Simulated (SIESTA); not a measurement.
Pt in SIESTA: the effect of functional

Slab: Pt, a slab with vacuum.

```xyz
5
Lattice="2.7689 0.0000 0.0000 -1.3844 2.3979 0.0000 0.0000 0.0000 24.0432" Properties=species:S:1:pos:R:3 pbc="T T T"
Pt    1.3844    0.7993    7.5000
Pt    0.0000    1.5986    9.7608
Pt    0.0000    0.0000   12.0216
Pt    1.3844    0.7993   14.2824
Pt    0.0000    1.5986   16.5432
```

The slab is cut from a database's or a generator's crystal, which needn't be the stable form of the element.

Alike in all runs:

- Program: SIESTA 5.4.2
- Task: band structure
- Potentials or basis: PseudoDojo 0.4 standard (PBE files)
- Basis: DZP (energy shift 0.003 Ry; two zetas on semicore shells)
- Grid cutoff: 800 Ry
- Energy shift: 0.003 Ry
- k mesh: 11 × 11 × 1
- Occupations: fermi-dirac, width 0.05 eV
- Spin: no spin polarisation

```csv
functional,largest force (eV/Å)
vdW-DF,1.24
vdW-DF2,?
optB88-vdW,0.85
vdW-DF-C09,0.37
vdW-DF-cx,0.42
VV10,1.11
```

Problem. What does the run with functional vdW-DF2 give?

Solution. Largest force 1.83 eV/Å.

Caveats: the potentials were made for another functional, which shifts forces and pressure; the non-local part is tabulated coarsely and may be off by about a percent (some runs).

Runs at the PBE level aren't shown here.
